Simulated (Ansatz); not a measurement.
# WSe2: the cost of one run

Program: Ansatz 0.2.0. Level of theory: DFT PBEsol+U (U_eff = 4 eV on W d), plane waves, PAW, no spin–orbit coupling unless a run says so. These are calculated values, not measurements.

## (1) Starting point

The structure is hexagonal, space group P6_3/mmc (No. 194). The conventional cell has a = 3.290 Å, b = 3.290 Å, c = 12.970 Å, α = 90.00°, β = 90.00°, γ = 120.00°. Around W (site symmetry -6m2) lie 6 Se at 2.53 Å. Around Se (site symmetry 3m) lie 3 W at 2.53 Å.

Coordinates:

```cif
data_structure
_symmetry_space_group_name_H-M 'P6_3/mmc'
_symmetry_Int_Tables_number 194
_cell_length_a 3.2900
_cell_length_b 3.2900
_cell_length_c 12.9700
_cell_angle_alpha 90.000
_cell_angle_beta 90.000
_cell_angle_gamma 120.000
_cell_volume 121.58
loop_
_atom_site_label
_atom_site_type_symbol
_atom_site_symmetry_multiplicity
_atom_site_Wyckoff_symbol
_atom_site_fract_x
_atom_site_fract_y
_atom_site_fract_z
_atom_site_occupancy
W1 W 2 c 0.33333 0.66667 0.25000 1
Se1 Se 4 f 0.33333 0.66667 0.62100 1
```

Magnetic order typed: opposed in the cell.

An earlier series on this cell reached its lowest free state from «from atoms, symmetry kept, no search», perhaps among other starts (it ended without moments).

## (2) Random orbitals: single harmonics, second filling

input.yaml reads:

```yaml
crystal:
  lattice:
    - [3.28999882, 0.0, 0.0]
    - [-1.64499941, 2.84922255, 0.0]
    - [0.0, 0.0, 12.97000144]
  atoms:
    - { symbol: W, position: [0.3333333333, 0.6666666667, 0.25], spin: 0.3 }
    - { symbol: W, position: [0.6666666667, 0.3333333333, 0.75], spin: -0.3 }
    - { symbol: Se, position: [0.3333333333, 0.6666666667, 0.621] }
    - { symbol: Se, position: [0.6666666667, 0.3333333333, 0.121] }
    - { symbol: Se, position: [0.3333333333, 0.6666666667, 0.879] }
    - { symbol: Se, position: [0.6666666667, 0.3333333333, 0.379] }
basis:
  ecutwfc: 420
  ecutrho_ratio: 4
kpoints:
  mp_grid: { grid: [7, 7, 2] }
hamiltonian:
  xc: pbesol
  hubbard:
    sites:
      - { site: 0, l: d, u_eff: 4.0, starting_ns: [{ spin: up, occupation_matrix: s0up }, { spin: down, occupation_matrix: s0down }] }
      - { site: 1, l: d, u_eff: 4.0, starting_ns: [{ spin: up, occupation_matrix: s1up }, { spin: down, occupation_matrix: s1down }] }
    occupation_matrices:
      s0up:
        matrix:
          - [0.02, 0.0, 0.0, 0.0, 0.0]
          - [0.0, 0.97, 0.0, 0.0, 0.0]
          - [0.0, 0.0, 0.02, 0.0, 0.0]
          - [0.0, 0.0, 0.0, 0.02, 0.0]
          - [0.0, 0.0, 0.0, 0.0, 0.02]
      s0down:
        matrix:
          - [0.02, 0.0, 0.0, 0.0, 0.0]
          - [0.0, 0.02, 0.0, 0.0, 0.0]
          - [0.0, 0.0, 0.97, 0.0, 0.0]
          - [0.0, 0.0, 0.0, 0.02, 0.0]
          - [0.0, 0.0, 0.0, 0.0, 0.02]
      s1up:
        matrix:
          - [0.02, 0.0, 0.0, 0.0, 0.0]
          - [0.0, 0.02, 0.0, 0.0, 0.0]
          - [0.0, 0.0, 0.97, 0.0, 0.0]
          - [0.0, 0.0, 0.0, 0.02, 0.0]
          - [0.0, 0.0, 0.0, 0.0, 0.02]
      s1down:
        matrix:
          - [0.02, 0.0, 0.0, 0.0, 0.0]
          - [0.0, 0.02, 0.0, 0.0, 0.0]
          - [0.0, 0.0, 0.02, 0.0, 0.0]
          - [0.0, 0.0, 0.0, 0.02, 0.0]
          - [0.0, 0.0, 0.0, 0.0, 0.97]
    ns_hold: { iters: 12 }
scf:
  occupations: { method: gaussian, width: 0.05 }
  lower_state_search: "off"
  max_iter: 150
output:
  forces: true
  stress: true
  eigenvalues: true
  populations: true
  hubbard: { sites: [{ site: 0, l: d }, { site: 1, l: d }] }
magnetization:
  spin_polarized: true
```

The typed matrices put 0.97 on the chosen orbitals and 0.02 on the others, and are held for 12 cycles.

On the command line:

```bash
ansatz run input.yaml --threads 4 --pin off --max-ram 6144MiB --backend cpu --events-out ev --progress --plain --runs-dir out
```

What time and memory should one allow on 4 threads of AMD EPYC 7B13 (Zen 3), shared host?

About 37 s, with a peak of 0.78 GiB.
